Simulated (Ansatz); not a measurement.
# C₂H₃BF₂O: one species, many methods

One table from this session's results is given with a row withheld; the runs are named, their logs left out.

Method: functionals in def2-TZVPP, the program's frozen cores in correlated methods; program: Ansatz 0.2.0, Gaussian basis.

Plan: PBE-D4, r2SCAN-D4, PBE0-D4, B3LYP-D4, ωB97X-V, ωB97M-V, B2PLYP; CCSD(T)/def2-TZVPP; MP2/def2-QZVPP; extrapolation to the limit.

### The relaxed structure

An earlier PBE0-D4 in a triple-zeta def2 set relaxation fixed the geometry.

SMILES `O=CCB(F)F`, 9 atoms, charge 0, spin multiplicity 1.

Atoms are counted from 1 here; the program's logs count them from 0.

Bond lengths: O1–C2 1.199 Å, C2–C3 1.500 Å, C2–H7 1.110 Å, C3–B4 1.568 Å, C3–H8 1.091 Å, C3–H9 1.101 Å, B4–F5 1.320 Å, B4–F6 1.317 Å. Angles: O1–C2–C3 123.9°, O1–C2–H7 120.8°, C3–C2–H7 115.3°, C2–C3–B4 113.3°, C2–C3–H8 110.5°, C2–C3–H9 107.7°, B4–C3–H8 111.6°, B4–C3–H9 105.1°, H8–C3–H9 108.4°, C3–B4–F5 121.5°, C3–B4–F6 121.5°, F5–B4–F6 117.0°.

Set-up of the first run:

in.yaml

```yaml
crystal:
  periodic: [false, false, false]
  atoms:
    - {symbol: O, position_ang: [-0.945550, -2.067451, 0.335224]}
    - {symbol: C, position_ang: [-0.280558, -1.267669, -0.260520]}
    - {symbol: C, position_ang: [0.419412, -0.110964, 0.389803]}
    - {symbol: B, position_ang: [-0.120444, 1.283514, -0.080372]}
    - {symbol: F, position_ang: [-0.535474, 1.480013, -1.317965]}
    - {symbol: F, position_ang: [-0.154353, 2.318025, 0.733193]}
    - {symbol: H, position_ang: [-0.154637, -1.339974, -1.361079]}
    - {symbol: H, position_ang: [0.388177, -0.207947, 1.475538]}
    - {symbol: H, position_ang: [1.472028, -0.133847, 0.069177]}
basis:
  gaussian: {orbitals: def2-TZVPP}
hamiltonian: {xc: pbe, dispersion: d4}
output: {forces: true, orbitals: {seedname: orbitals}}
```

Run with:

```bash
> ansatz run in.yaml --threads 4 --pin off --events-out ev --progress --plain --max-ram 10444MiB
```

Among the steps run: PBE-D4 (GGA); r2SCAN-D4 (meta-GGA); PBE0-D4 (hybrid); B3LYP-D4 (hybrid); ωB97X-V (range-separated); ωB97M-V (range-separated); B2PLYP (double hybrid); CCSD(T) in def2-TZVPP; MP2 in def2-QZVPP.

One table of the session follows, with a row left open; its other results are not shown here.

| method | atomisation energy (kJ/mol) |
| --- | --- |
| PBE-D4 | 4216.7 |
| r2SCAN-D4 | 4106.9 |
| PBE0-D4 | 4098.6 |
| B3LYP-D4 | 4070.4 |
| ωB97X-V | 4077.1 |
| ωB97M-V | 4091.7 |
| B2PLYP | 4049.9 |
| HF/def2-TZVPP | 3003.6 |
| MP2/def2-TZVPP | ? |
| CCSD/def2-TZVPP | 3897.4 |
| CCSD(T)/def2-TZVPP | 3968.5 |
| MP2/CBS | 4214.8 |
| CCSD(T)/CBS | 4065.9 |

**Question.** Estimate the row for MP2/def2-TZVPP.

The run gave: atomisation energy (kJ/mol): 4117.4. In the column «atomisation energy (kJ/mol)» it lies between r2SCAN-D4 (4106.9) and MP2/CBS (4214.8).
